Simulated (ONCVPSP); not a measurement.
# O: generating and testing an ONCV potential

Do these settings give a usable potential? It is generated, then checked for transferability, scattering, ghosts and hardness.

Method: ONCVPSP 4.0.1, LDA (Perdew-Wang 92), non-relativistic.

## (1) Settings

The settings as typed:

```
element                 : oxygen (O, Z = 8)
type                    : optimised norm-conserving Vanderbilt (ONCV)
frozen core             : [He]
valence charge          : 6
reference configuration : 2s2 2p4
partial waves           : 2s: rc 0.70 bohr, ncon 4, nbas 8, qcut 11.8 1/bohr, 1 projector; 2p: rc 1.00 bohr, ncon 4, nbas 8, qcut 7 1/bohr, 2 projectors, debl 3 Ha; d scattering state at 0.02 Ha: rc 0.85 bohr, ncon 4, nbas 8, qcut 12.7 1/bohr, 3 projectors, debl 2.6 Ha
local potential         : polynomial inside 0.50 bohr (lpopt 2, dvloc0 4 Ha)
core correction         : polynomial model core, fcfact 0.2
```

The outer shells as boxes (Hund's rule for the drawing; the calculation is spin-unpolarised):

```
[He] core
2s [↑↓]
2p [↑↓][↑ ][↑ ]
```

## (2) The generation run

O.dat reads:

```
# ATOM AND REFERENCE CONFIGURATION
# atsym  z   nc   nv     iexc    psfile
  O 8.00    1    2  -001012      upf
#
#   n    l    f
    1    0    2.00
    2    0    2.00
    2    1    4.00
#
# PSEUDOPOTENTIAL AND OPTIMIZATION
# lmax
    2
#
#   l,   rc,      ep,       ncon, nbas, qcut
    0    0.70    0.00    4    8   11.80
    1    1.00    0.00    4    8    7.00
    2    0.85    0.02    4    8   12.70
#
# LOCAL POTENTIAL
# lloc, lpopt,  rc(5),   dvloc0
    4    2    0.50    4.00
#
# VANDERBILT-KLEINMAN-BYLANDER PROJECTORs
# l, nproj, debl
    0    1    2.90
    1    2    3.00
    2    3    2.60
#
# MODEL CORE CHARGE
# icmod, fcfact, rcfact
    1    0.20    0.00
#
# LOG DERIVATIVE ANALYSIS
# epsh1, epsh2, depsh
   -2.00    5.00    0.02
#
# OUTPUT GRID
# rlmax, drl
    6.00    0.01
#
# TEST CONFIGURATIONS
# ncnf
    4
# nvcnf
#   n    l    f
    2
    2    0    2.00
    2    1    3.00
#
    2
    2    0    2.00
    2    1    2.00
#
    2
    2    0    2.00
    2    1    1.00
#
    2
    2    0    1.00
    2    1    4.00
#
```

Run with:

```sh
$ oncvpspnr.x < O.dat > O.out
```

**Question.** What will these runs give? Wanted: cutoffs for 1 and 0.1 mHa per electron, occupied waves; bound ghosts; GHOST(+) flags; largest test error; largest phase difference near zero energy, channels read; rms error of d²Exc/dn², without and with the model core.

The runs gave:

| quantity | value |
| --- | --- |
| cutoffs for 1 and 0.1 mHa per electron, occupied waves | 180 Ha and 213 Ha |
| bound ghosts | d at -2294.36 eV |
| GHOST(+) flags | d at 3399 eV, d at 6137 eV |
| largest test error (AE − PS) | +389 meV, for 2s2 2p1 |
| largest phase difference near zero energy, channels read | 0.003 rad |
| rms error of d²Exc/dn², without and with the model core | 2.84 and 1.28 mHa |

What this shows: A bound ghost (d) makes it unfit for use: electrons can fall into a state that the atom doesn't have. By total energies transferability is poor: the largest error is 389 meV on 104.3 eV, for 2s2 2p1. That test lies far up in energy; among those under 40 eV, nearer to bonding, the largest error is 11 meV. It counts as very hard, with 180 Ha needed at the looser tolerance. At the looser tolerance the 2p wave is the slowest; 2s needs 43 Ha. Near zero energy the phases of the channels with partial waves agree within 0.003 rad. The program also flags highly localised states, GHOST(+) (d). These are tests on the free atom; a crystal test is still owed.
